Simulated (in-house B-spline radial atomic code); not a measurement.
**Sm¹⁶⁺: G0W0 and RPA against the share of exact exchange in the start**

Aim: vary the share of exact exchange in a PBE-based start for Sm¹⁶⁺ and follow the mean-field level, the G0W0 level and the RPA energy.

Method: RPA, second order, AC-SOSEX and G0W0 (contour deformation) on a scalar-relativistic mean field, all electrons; no spin-orbit coupling, Breit or QED terms, no two-electron picture change. Code: an in-house B-spline radial atomic code, version 1.

### 1 Starting point

```
element                  : samarium (Z = 62)
charge                   : +16
electrons                : 46
configuration            : [Kr] 4d10
Hamiltonian              : scalar-relativistic (spin-free one-electron X2C), finite nucleus
shares of exact exchange : 0.00, 0.10, 0.20, 0.30, 0.40, 0.50, 0.60, 0.70, 0.80, 0.90, 1.00
```

The outer shells:

Sm16+
```
[Kr] core
4d [↑↓][↑↓][↑↓][↑↓][↑↓]
```

### 2 Run with 0 % exact exchange

Input settings:

```ini
Z = 62
electrons = 46.0
configuration = [Kr] 4d10
hamiltonian = x2c
method = pbeh
lmax = 9
exact_exchange_fraction = 0.0
rms_radius = 5.0819
spin_polarised = False
box_radius = 4.78
intervals = 64
```

Command:

```console
$ python run_gw.py task.json out
```

task.json lists these runs, among others, and the program works through them in turn.

Results of the run (chosen fields of its result record, rounded):

```text
status: converged
energies [hartree]:
  mean_field: -10346.19876
  exx_total: -10343.7743
  exchange: -223.3175206
  rpa: -3.8904389
  rpa_summed: -3.8231627
  direct_second_order: -4.25796
  second_order_exchange: 1.1705511
  sosex: 1.1171698
rpa_by_multipole [hartree]: [-0.683716, -1.46244, -0.661302, -0.463379, -0.248504, -0.158828, -0.0765139, -0.0421499, -0.0176065, -0.00680375, -0.00162686, -0.000295134]
polarisability [bohr^3: independent particles, RPA]: [0.360277, 0.23809]
gap [hartree]: 4.982424
levels [hartree]:
  - {"name": "4d", "occ": 1, "e": -16.86559, "sx": -3.02381, "vxc": -2.34844, "sc": 0.002444467, "z": 0.9804949, "qp": -17.54212, "tail": -0.003605092}
  - {"name": "4f", "occ": 0, "e": -11.88316, "sx": -1.254372, "vxc": -2.027537, "sc": -0.1540716, "z": 0.9847683, "qp": -11.26859, "tail": -0.004521893}
```

Wall time 2.2 s (1 thread, shared host).

In the record, exx_total is the Hartree-Fock functional on the start's orbitals, rpa_summed the RPA energy up to lmax and rpa the same with the tail beyond it, gap the smallest same-spin excitation energy of the start. For a level, e is the start's value, sx and sc the exchange and correlation self-energies, vxc the start's own term, z the quasi-particle weight, and qp = e + sx − vxc + sc + tail. Deeper levels of weight under 0.85 meet poles of the self-energy and are not shown.

Highest level 4d: -458.94 eV in the start, -477.35 eV after G0W0, weight 0.98.

The largest part of the RPA energy comes from multipole 1 (38 % of the sum).

### 3 Run with 10 % exact exchange

The settings differ from step 2 so:

```diff
@@ -6,3 +6,3 @@
 lmax = 9
-exact_exchange_fraction = 0.0
+exact_exchange_fraction = 0.1
 rms_radius = 5.0819
```

Main fields:

```text
status: converged
energies [hartree]:
  mean_field: -10346.22901
  exx_total: -10343.77998
  exchange: -223.3274132
  rpa: -3.86603
  rpa_summed: -3.79885
  direct_second_order: -4.2241886
  second_order_exchange: 1.162677
  sosex: 1.1105806
rpa_by_multipole [hartree]: [-0.679409, -1.45108, -0.657527, -0.460704, -0.24738, -0.158087, -0.0763037, -0.0420657, -0.0175776, -0.00679403, -0.00162476, -0.000294796]
polarisability [bohr^3: independent particles, RPA]: [0.351373, 0.234273]
gap [hartree]: 5.127596
levels [hartree]:
  - {"name": "4d", "occ": 1, "e": -16.94062, "sx": -3.022512, "vxc": -2.422252, "sc": 0.0007824031, "z": 0.9811824, "qp": -17.5437, "tail": -0.003601674}
  - {"name": "4f", "occ": 0, "e": -11.81303, "sx": -1.249486, "vxc": -1.950128, "sc": -0.1514418, "z": 0.9852986, "qp": -11.26833, "tail": -0.004504254}
```

Run time: 2.2 s. Hardware: 1 thread, shared host.

The 4d level moves from -460.98 to -477.39 eV (weight 0.98).

### 4 Run with 20 % exact exchange

The settings differ from step 3 so:

```diff
@@ -6,3 +6,3 @@
 lmax = 9
-exact_exchange_fraction = 0.1
+exact_exchange_fraction = 0.2
 rms_radius = 5.0819
```

Main fields:

```text
status: converged
energies [hartree]:
  mean_field: -10346.25989
  exx_total: -10343.78502
  exchange: -223.3372695
  rpa: -3.8421849
  rpa_summed: -3.7751008
  direct_second_order: -4.19147
  second_order_exchange: 1.1550246
  sosex: 1.1041493
rpa_by_multipole [hartree]: [-0.675169, -1.44006, -0.653821, -0.458086, -0.246273, -0.157363, -0.0760953, -0.0419821, -0.0175488, -0.00678435, -0.00162267, -0.00029446]
polarisability [bohr^3: independent particles, RPA]: [0.34293, 0.230584]
gap [hartree]: 5.272536
levels [hartree]:
  - {"name": "4d", "occ": 1, "e": -17.01566, "sx": -3.021222, "vxc": -2.496077, "sc": -0.0007894615, "z": 0.9818302, "qp": -17.5452, "tail": -0.003598084}
  - {"name": "4f", "occ": 0, "e": -11.74313, "sx": -1.244592, "vxc": -1.873192, "sc": -0.1488978, "z": 0.9858002, "qp": -11.26791, "tail": -0.00448645}
```

Wall time 2.2 s (1 thread, shared host).

G0W0 moves 4d down by 14.4 eV, to -477.43 eV.

### 5 Run with 30 % exact exchange

The settings differ from step 4 so:

```diff
@@ -6,3 +6,3 @@
 lmax = 9
-exact_exchange_fraction = 0.2
+exact_exchange_fraction = 0.3
 rms_radius = 5.0819
```

Main fields:

```text
status: converged
energies [hartree]:
  mean_field: -10346.29139
  exx_total: -10343.78941
  exchange: -223.3470895
  rpa: -3.8188756
  rpa_summed: -3.751887
  direct_second_order: -4.1597362
  second_order_exchange: 1.1475806
  sosex: 1.0978677
rpa_by_multipole [hartree]: [-0.670994, -1.42936, -0.650183, -0.455523, -0.245182, -0.156653, -0.0758888, -0.0418989, -0.0175201, -0.0067747, -0.00162059, -0.000294125]
polarisability [bohr^3: independent particles, RPA]: [0.334911, 0.227014]
gap [hartree]: 5.417245
levels [hartree]:
  - {"name": "4d", "occ": 1, "e": -17.09071, "sx": -3.019939, "vxc": -2.569914, "sc": -0.002277433, "z": 0.9824417, "qp": -17.54661, "tail": -0.003594342}
  - {"name": "4f", "occ": 0, "e": -11.67347, "sx": -1.239688, "vxc": -1.796725, "sc": -0.1464348, "z": 0.9862754, "qp": -11.26733, "tail": -0.00446849}
```

It took 2.2 s on 1 thread, shared host.

Highest level 4d: -465.06 eV in the start, -477.47 eV after G0W0, weight 0.98.

### 6 Run with 40 % exact exchange

The settings differ from step 5 so:

```diff
@@ -6,3 +6,3 @@
 lmax = 9
-exact_exchange_fraction = 0.3
+exact_exchange_fraction = 0.4
 rms_radius = 5.0819
```

Main fields:

```text
status: converged
energies [hartree]:
  mean_field: -10346.32351
  exx_total: -10343.79318
  exchange: -223.3568737
  rpa: -3.796076
  rpa_summed: -3.7291825
  direct_second_order: -4.1289257
  second_order_exchange: 1.1403329
  sosex: 1.091728
rpa_by_multipole [hartree]: [-0.666883, -1.41895, -0.646608, -0.453012, -0.244107, -0.155957, -0.075684, -0.0418163, -0.0174916, -0.00676509, -0.00161852, -0.00029379]
polarisability [bohr^3: independent particles, RPA]: [0.327284, 0.22356]
gap [hartree]: 5.561725
levels [hartree]:
  - {"name": "4d", "occ": 1, "e": -17.16577, "sx": -3.018664, "vxc": -2.643763, "sc": -0.003687247, "z": 0.9830196, "qp": -17.54795, "tail": -0.003590466}
  - {"name": "3d", "occ": 1, "e": -53.06673, "sx": -7.620595, "vxc": -6.358865, "sc": 0.4701479, "z": 0.8641704, "qp": -53.86129, "tail": -0.002972939}
  - {"name": "4f", "occ": 0, "e": -11.60405, "sx": -1.234775, "vxc": -1.720725, "sc": -0.1440482, "z": 0.9867261, "qp": -11.26659, "tail": -0.004450381}
```

Wall time 2.2 s (1 thread, shared host).

Highest level 4d: -467.10 eV in the start, -477.50 eV after G0W0, weight 0.98.

### 7 Run with 50 % exact exchange

The settings differ from step 6 so:

```diff
@@ -6,3 +6,3 @@
 lmax = 9
-exact_exchange_fraction = 0.4
+exact_exchange_fraction = 0.5
 rms_radius = 5.0819
```

Main fields:

```text
status: converged
energies [hartree]:
  mean_field: -10346.35625
  exx_total: -10343.79631
  exchange: -223.3666224
  rpa: -3.7737621
  rpa_summed: -3.7069635
  direct_second_order: -4.0989828
  second_order_exchange: 1.1332704
  sosex: 1.0857233
rpa_by_multipole [hartree]: [-0.662833, -1.40882, -0.643096, -0.45055, -0.243047, -0.155275, -0.075481, -0.0417341, -0.0174632, -0.00675552, -0.00161645, -0.000293457]
polarisability [bohr^3: independent particles, RPA]: [0.320019, 0.220214]
gap [hartree]: 5.705976
levels [hartree]:
  - {"name": "4d", "occ": 1, "e": -17.24084, "sx": -3.017397, "vxc": -2.717624, "sc": -0.00502414, "z": 0.9835666, "qp": -17.54922, "tail": -0.003586471}
  - {"name": "4s", "occ": 1, "e": -25.37186, "sx": -4.149036, "vxc": -3.447564, "sc": 0.5283213, "z": 0.8690483, "qp": -25.54768, "tail": -0.002668658}
  - {"name": "4f", "occ": 0, "e": -11.53486, "sx": -1.229853, "vxc": -1.645188, "sc": -0.1417341, "z": 0.9871541, "qp": -11.26569, "tail": -0.00443213}
```

Run time: 2.3 s. Hardware: 1 thread, shared host.

Highest level 4d: -469.15 eV in the start, -477.54 eV after G0W0, weight 0.98.

### 8 Run with 60 % exact exchange

The settings differ from step 7 so:

```diff
@@ -6,3 +6,3 @@
 lmax = 9
-exact_exchange_fraction = 0.5
+exact_exchange_fraction = 0.6
 rms_radius = 5.0819
```

Main fields:

```text
status: converged
energies [hartree]:
  mean_field: -10346.38961
  exx_total: -10343.79881
  exchange: -223.3763359
  rpa: -3.7519119
  rpa_summed: -3.6852077
  direct_second_order: -4.0698567
  second_order_exchange: 1.1263831
  sosex: 1.0798472
rpa_by_multipole [hartree]: [-0.658844, -1.39896, -0.639644, -0.448136, -0.242002, -0.154605, -0.0752797, -0.0416524, -0.0174349, -0.00674599, -0.00161439, -0.000293125]
polarisability [bohr^3: independent particles, RPA]: [0.313091, 0.216972]
gap [hartree]: 5.849999
levels [hartree]:
  - {"name": "4d", "occ": 1, "e": -17.31591, "sx": -3.016137, "vxc": -2.791497, "sc": -0.006292897, "z": 0.9840848, "qp": -17.55042, "tail": -0.003582369}
  - {"name": "4p", "occ": 1, "e": -22.17208, "sx": -3.744842, "vxc": -3.310855, "sc": 0.4260679, "z": 0.8537583, "qp": -22.18279, "tail": -0.002792442}
  - {"name": "4s", "occ": 1, "e": -25.52861, "sx": -4.147768, "vxc": -3.602812, "sc": 0.4976152, "z": 0.8851014, "qp": -25.57866, "tail": -0.002717739}
  - {"name": "4f", "occ": 0, "e": -11.46591, "sx": -1.224922, "vxc": -1.570111, "sc": -0.1394884, "z": 0.987561, "qp": -11.26462, "tail": -0.004413744}
```

Wall time 2.2 s (1 thread, shared host).

The 4d level moves from -471.19 to -477.57 eV (weight 0.98).

### 9 Run with 70 % exact exchange

The settings differ from step 8 so:

```diff
@@ -6,3 +6,3 @@
 lmax = 9
-exact_exchange_fraction = 0.6
+exact_exchange_fraction = 0.7
 rms_radius = 5.0819
```

Main fields:

```text
status: converged
energies [hartree]:
  mean_field: -10346.42358
  exx_total: -10343.8007
  exchange: -223.3860144
  rpa: -3.7305041
  rpa_summed: -3.663894
  direct_second_order: -4.0415006
  second_order_exchange: 1.1196618
  sosex: 1.0740928
rpa_by_multipole [hartree]: [-0.654913, -1.38935, -0.63625, -0.445767, -0.240972, -0.153947, -0.07508, -0.0415712, -0.0174067, -0.00673648, -0.00161233, -0.000292793]
polarisability [bohr^3: independent particles, RPA]: [0.306475, 0.213828]
gap [hartree]: 5.993796
levels [hartree]:
  - {"name": "4d", "occ": 1, "e": -17.39099, "sx": -3.014884, "vxc": -2.865383, "sc": -0.007502822, "z": 0.9845766, "qp": -17.55157, "tail": -0.003578655}
  - {"name": "4p", "occ": 1, "e": -22.30066, "sx": -3.744204, "vxc": -3.438596, "sc": 0.3975571, "z": 0.8733101, "qp": -22.21157, "tail": -0.002851516}
  - {"name": "4s", "occ": 1, "e": -25.6854, "sx": -4.146504, "vxc": -3.758096, "sc": 0.4705111, "z": 0.8979029, "qp": -25.60605, "tail": -0.002752945}
  - {"name": "4f", "occ": 0, "e": -11.39719, "sx": -1.219983, "vxc": -1.495493, "sc": -0.1373102, "z": 0.9879483, "qp": -11.26339, "tail": -0.004395663}
```

Run time: 2.2 s. Hardware: 1 thread, shared host.

G0W0 moves 4d down by 4.37 eV, to -477.60 eV.

### 10 Run with 80 % exact exchange

The settings differ from step 9 so:

```diff
@@ -6,3 +6,3 @@
 lmax = 9
-exact_exchange_fraction = 0.7
+exact_exchange_fraction = 0.8
 rms_radius = 5.0819
```

Main fields:

```text
status: converged
energies [hartree]:
  mean_field: -10346.45817
  exx_total: -10343.80197
  exchange: -223.3956581
  rpa: -3.7095209
  rpa_summed: -3.6430045
  direct_second_order: -4.0138736
  second_order_exchange: 1.1130979
  sosex: 1.0684562
rpa_by_multipole [hartree]: [-0.651039, -1.37997, -0.632912, -0.443441, -0.239956, -0.153302, -0.074882, -0.0414905, -0.0173787, -0.00672702, -0.00161029, -0.000292462]
polarisability [bohr^3: independent particles, RPA]: [0.30015, 0.210779]
gap [hartree]: 6.137366
levels [hartree]:
  - {"name": "4d", "occ": 1, "e": -17.46607, "sx": -3.013638, "vxc": -2.93928, "sc": -0.008647959, "z": 0.9850435, "qp": -17.55265, "tail": -0.00357436}
  - {"name": "4p", "occ": 1, "e": -22.4293, "sx": -3.743563, "vxc": -3.566384, "sc": 0.3728627, "z": 0.889021, "qp": -22.23651, "tail": -0.00289526}
  - {"name": "4s", "occ": 1, "e": -25.84224, "sx": -4.145243, "vxc": -3.913415, "sc": 0.4463745, "z": 0.9084353, "qp": -25.63048, "tail": -0.002778158}
  - {"name": "3d", "occ": 1, "e": -53.9621, "sx": -7.62629, "vxc": -7.259862, "sc": 0.4283405, "z": 0.9382645, "qp": -53.9034, "tail": -0.003218466}
  - {"name": "4f", "occ": 0, "e": -11.32871, "sx": -1.215034, "vxc": -1.42133, "sc": -0.1351912, "z": 0.9883172, "qp": -11.26198, "tail": -0.004377011}
```

Run time: 2.1 s. Hardware: 1 thread, shared host.

The 4d level moves from -475.28 to -477.63 eV (weight 0.99).

### 11 Run with 90 % exact exchange

The settings differ from step 10 so:

```diff
@@ -6,3 +6,3 @@
 lmax = 9
-exact_exchange_fraction = 0.8
+exact_exchange_fraction = 0.9
 rms_radius = 5.0819
```

Main fields:

```text
status: converged
energies [hartree]:
  mean_field: -10346.49336
  exx_total: -10343.80262
  exchange: -223.4052675
  rpa: -3.6889437
  rpa_summed: -3.6225207
  direct_second_order: -3.9869362
  second_order_exchange: 1.1066837
  sosex: 1.0629314
rpa_by_multipole [hartree]: [-0.64722, -1.37083, -0.629628, -0.441158, -0.238954, -0.152667, -0.0746856, -0.0414102, -0.0173509, -0.0067176, -0.00160825, -0.000292133]
polarisability [bohr^3: independent particles, RPA]: [0.294097, 0.207819]
gap [hartree]: 6.280711
levels [hartree]:
  - {"name": "4d", "occ": 1, "e": -17.54117, "sx": -3.0124, "vxc": -3.01319, "sc": -0.009737081, "z": 0.9854874, "qp": -17.55368, "tail": -0.003569989}
  - {"name": "4p", "occ": 1, "e": -22.55799, "sx": -3.742918, "vxc": -3.69422, "sc": 0.3512412, "z": 0.9018548, "qp": -22.25838, "tail": -0.002936037}
  - {"name": "4s", "occ": 1, "e": -25.99913, "sx": -4.143984, "vxc": -4.068769, "sc": 0.4247092, "z": 0.9172696, "qp": -25.65244, "tail": -0.00280398}
  - {"name": "4f", "occ": 0, "e": -11.26046, "sx": -1.210077, "vxc": -1.347619, "sc": -0.1331309, "z": 0.9886692, "qp": -11.2604, "tail": -0.004358244}
```

Run time: 2.2 s. Hardware: 1 thread, shared host.

G0W0 moves 4d down by 0.341 eV, to -477.66 eV.

### 12 Run with 100 % exact exchange

The settings differ from step 11 so:

```diff
@@ -6,3 +6,3 @@
 lmax = 9
-exact_exchange_fraction = 0.9
+exact_exchange_fraction = 1.0
 rms_radius = 5.0819
```

Main fields:

```text
status: converged
energies [hartree]:
  mean_field: -10346.52917
  exx_total: -10343.80266
  exchange: -223.4148427
  rpa: -3.668756
  rpa_summed: -3.6024261
  direct_second_order: -3.9606528
  second_order_exchange: 1.100412
  sosex: 1.0575137
rpa_by_multipole [hartree]: [-0.643456, -1.3619, -0.626397, -0.438914, -0.237965, -0.152043, -0.0744908, -0.0413304, -0.0173231, -0.00670821, -0.00160621, -0.000291804]
polarisability [bohr^3: independent particles, RPA]: [0.288298, 0.204945]
gap [hartree]: 6.423831
levels [hartree]:
  - {"name": "4d", "occ": 1, "e": -17.61627, "sx": -3.011168, "vxc": -3.087111, "sc": -0.01077358, "z": 0.9859101, "qp": -17.55466, "tail": -0.003565549}
  - {"name": "4p", "occ": 1, "e": -22.68673, "sx": -3.742271, "vxc": -3.822103, "sc": 0.3321416, "z": 0.9124785, "qp": -22.27772, "tail": -0.002965937}
  - {"name": "4s", "occ": 1, "e": -26.15607, "sx": -4.142729, "vxc": -4.224158, "sc": 0.4051403, "z": 0.9247766, "qp": -25.67232, "tail": -0.002822537}
  - {"name": "3d", "occ": 1, "e": -54.41011, "sx": -7.62908, "vxc": -7.710717, "sc": 0.4003538, "z": 0.9568255, "qp": -53.9314, "tail": -0.003277561}
  - {"name": "4f", "occ": 0, "e": -11.19244, "sx": -1.205111, "vxc": -1.274358, "sc": -0.1311265, "z": 0.9890048, "qp": -11.25866, "tail": -0.004339363}
```

Run time: 2.1 s. Hardware: 1 thread, shared host.

Highest level 4d: -479.36 eV in the start, -477.69 eV after G0W0, weight 0.99.

### 13 The members side by side

| share | level | mean field (eV) | G0W0 (eV) | weight | RPA (hartree) | RPA+SOSEX (hartree) | α, direct RPA (bohr³) | time | miss (eV) |
| --- | --- | --- | --- | --- | --- | --- | --- | --- | --- |
| 0.00 | 4d | -458.94 | -477.35 | 0.980 | -3.89044 | -2.77327 | 0.2381 | 2.2 s | +3.35 |
| 0.10 | 4d | -460.98 | -477.39 | 0.981 | -3.86603 | -2.75545 | 0.2343 | 2.2 s | +3.39 |
| 0.20 | 4d | -463.02 | -477.43 | 0.982 | -3.84218 | -2.73804 | 0.2306 | 2.2 s | +3.43 |
| 0.30 | 4d | -465.06 | -477.47 | 0.982 | -3.81888 | -2.72101 | 0.2270 | 2.2 s | +3.47 |
| 0.40 | 4d | -467.10 | -477.50 | 0.983 | -3.79608 | -2.70435 | 0.2236 | 2.2 s | +3.50 |
| 0.50 | 4d | -469.15 | -477.54 | 0.984 | -3.77376 | -2.68804 | 0.2202 | 2.3 s | +3.54 |
| 0.60 | 4d | -471.19 | -477.57 | 0.984 | -3.75191 | -2.67206 | 0.2170 | 2.2 s | +3.57 |
| 0.70 | 4d | -473.23 | -477.60 | 0.985 | -3.73050 | -2.65641 | 0.2138 | 2.2 s | +3.60 |
| 0.80 | 4d | -475.28 | -477.63 | 0.985 | -3.70952 | -2.64106 | 0.2108 | 2.1 s | +3.63 |
| 0.90 | 4d | -477.32 | -477.66 | 0.985 | -3.68894 | -2.62601 | 0.2078 | 2.2 s | +3.66 |
| 1.00 | 4d | -479.36 | -477.69 | 0.986 | -3.66876 | -2.61124 | 0.2049 | 2.1 s | +3.69 |

The miss is the G0W0 removal energy (the level with its sign changed) less the tabulated theoretical ionisation energy, 474.00 ± 3 eV. Times are single runs on a shared host.

### 14 What came out

| quantity | value |
| --- | --- |
| highest level, mean field (range over the runs) | -479.36 to -458.94 eV |
| highest level, G0W0 (range over the runs) | -477.69 to -477.35 eV |
| RPA correlation energy | -3.890 to -3.669 hartree |
| RPA+SOSEX | -2.7733 to -2.6112 hartree |
| tabulated theoretical ionisation energy (4d shell) | 474.00 ± 3 eV (NIST Atomic Spectra Database, ionization energies) |
| G0W0 removal energy less that value | +3.35 to +3.69 eV |

What this shows: Across the starts the mean-field level varies by 20.4 eV and the G0W0 level by 0.34 eV (1.7 % as much). Without exact exchange the level is bound too weakly, and G0W0 lowers it by 18 eV. The correction changes sign near 92 % exact exchange, where the start's level already equals its G0W0 level. The RPA energy is largest in size at 0 % exact exchange and smallest at 100 % exact exchange, 5.7 % apart; over the runs it loosely follows the gap of the start, as smaller excitation energies give more correlation. The tabulated theoretical ionisation energy is 474.00 ± 3 eV. G0W0 is off by about +3.54 eV (+0.75 %) in every run shown, whatever the start. The tabulated value's own uncertainty covers most of the miss, so the miss is not established. Spin-orbit coupling, which splits the 4d shell strongly in so heavy an element, is left out.
